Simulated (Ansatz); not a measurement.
# AlFH₅NSi: up Jacob's ladder to CCSD(T)

One table from this session's results is given with a row withheld; the runs are named, their logs left out.

Method: functionals in def2-TZVPP, the program's frozen cores in correlated methods; program: Ansatz 0.2.0, Gaussian basis.

Plan: LDA (SPW92), PBE-D4, revPBE-D4, BLYP-D4, r2SCAN-D4, B97M-V, PBE0-D4, B3LYP-D4, r2SCANh-D4, r2SCAN0-D4, HSE06-D4, BHLYP-D4, CAM-B3LYP-D4, LC-ωPBE, ωB97X-V, ωB97M-V, B2PLYP, PBE-QIDH; CCSD(T)/def2-SVP; CCSD(T)/def2-TZVPP; MP2/def2-QZVPP; extrapolation to the limit; RPA on PBE.

## The relaxed structure

The geometry comes from an earlier relaxation with PBE0-D4 in a triple-zeta def2 set; it is a stationary point, not always the lowest conformer.

SMILES `[F][AlH][NH][SiH3]`, 9 atoms, charge 0, spin multiplicity 1.

Atoms are counted from 1 here; the program's logs count them from 0.

Bond lengths: F1–Al2 1.650 Å, Al2–N3 1.771 Å, Al2–H5 1.567 Å, N3–Si4 1.727 Å, N3–H6 1.012 Å, Si4–H7 1.489 Å, Si4–H8 1.486 Å, Si4–H9 1.489 Å. Angles: F1–Al2–N3 117.2°, F1–Al2–H5 119.9°, N3–Al2–H5 123.0°, Al2–N3–Si4 128.3°, Al2–N3–H6 116.6°, Si4–N3–H6 115.1°, N3–Si4–H7 112.2°, N3–Si4–H8 106.9°, N3–Si4–H9 112.2°, H7–Si4–H8 109.1°, H7–Si4–H9 107.4°, H8–Si4–H9 109.0°.

Geometry (Å):

```
F    -1.35250    2.74577    0.79498
Al   -0.34253    1.70481    0.00881
N    -0.45117   -0.00896    0.44232
Si    0.46379   -1.33259   -0.18503
H     0.65543    2.25055   -1.06906
H    -1.13216   -0.25472    1.15000
H     1.24850   -2.02550    0.87384
H     1.39976   -0.77198   -1.19433
H    -0.40062   -2.35367   -0.83863
```

Set-up of the first run:

in.yaml reads:

```yaml
crystal:
  periodic: [false, false, false]
  atoms:
    - {symbol: F, position_ang: [-1.352499, 2.745767, 0.794979]}
    - {symbol: Al, position_ang: [-0.342529, 1.704808, 0.008811]}
    - {symbol: N, position_ang: [-0.451170, -0.008960, 0.442318]}
    - {symbol: Si, position_ang: [0.463792, -1.332593, -0.185034]}
    - {symbol: H, position_ang: [0.655434, 2.250546, -1.069055]}
    - {symbol: H, position_ang: [-1.132159, -0.254720, 1.150004]}
    - {symbol: H, position_ang: [1.248496, -2.025503, 0.873838]}
    - {symbol: H, position_ang: [1.399756, -0.771979, -1.194333]}
    - {symbol: H, position_ang: [-0.400620, -2.353668, -0.838629]}
basis:
  gaussian: {orbitals: def2-TZVPP}
hamiltonian: {xc: lda}
output: {orbitals: {seedname: orbitals}}
```

The run is started by

```bash
ansatz run in.yaml --threads 2 --pin off --events-out ev --progress --plain --max-ram 4352MiB
```

Steps of the session up to this table: LDA; PBE-D4 (GGA); revPBE-D4 (GGA); BLYP-D4 (GGA); r2SCAN-D4 (meta-GGA); B97M-V (meta-GGA); PBE0-D4 (hybrid); B3LYP-D4 (hybrid); r2SCANh-D4 (hybrid); r2SCAN0-D4 (hybrid); HSE06-D4 (hybrid); BHLYP-D4 (hybrid); CAM-B3LYP-D4 (range-separated); LC-ωPBE (range-separated); ωB97X-V (range-separated); ωB97M-V (range-separated); B2PLYP (double hybrid); PBE-QIDH (double hybrid).

One table of the session follows, with a row left open; its other results are not shown here.

It belongs to the step «Frontier levels by functional». 

| functional | HOMO (eV) | gap (eV) |
| --- | --- | --- |
| LDA (SPW92) | -6.76 | 5.28 |
| PBE-D4 | -6.63 | 5.38 |
| revPBE-D4 | -6.57 | 5.44 |
| BLYP-D4 | -6.50 | 5.35 |
| r2SCAN-D4 | -6.92 | 6.06 |
| B97M-V | -7.03 | 5.88 |
| PBE0-D4 | -7.94 | 7.47 |
| B3LYP-D4 | -7.71 | 7.01 |
| r2SCANh-D4 | -7.41 | 6.80 |
| r2SCAN0-D4 | -8.15 | 7.91 |
| HSE06-D4 | -7.54 | 6.70 |
| BHLYP-D4 | -9.18 | 9.42 |
| CAM-B3LYP-D4 | -9.33 | 9.74 |
| LC-ωPBE | -10.72 | 12.26 |
| ωB97X-V | ? | ? |
| ωB97M-V | -10.24 | 11.31 |

Q: Estimate the row for ωB97X-V from the others.

As computed: HOMO (eV): -10.35; gap (eV): 11.76. In the column «HOMO (eV)» it lies between LC-ωPBE (-10.72) and ωB97M-V (-10.24).
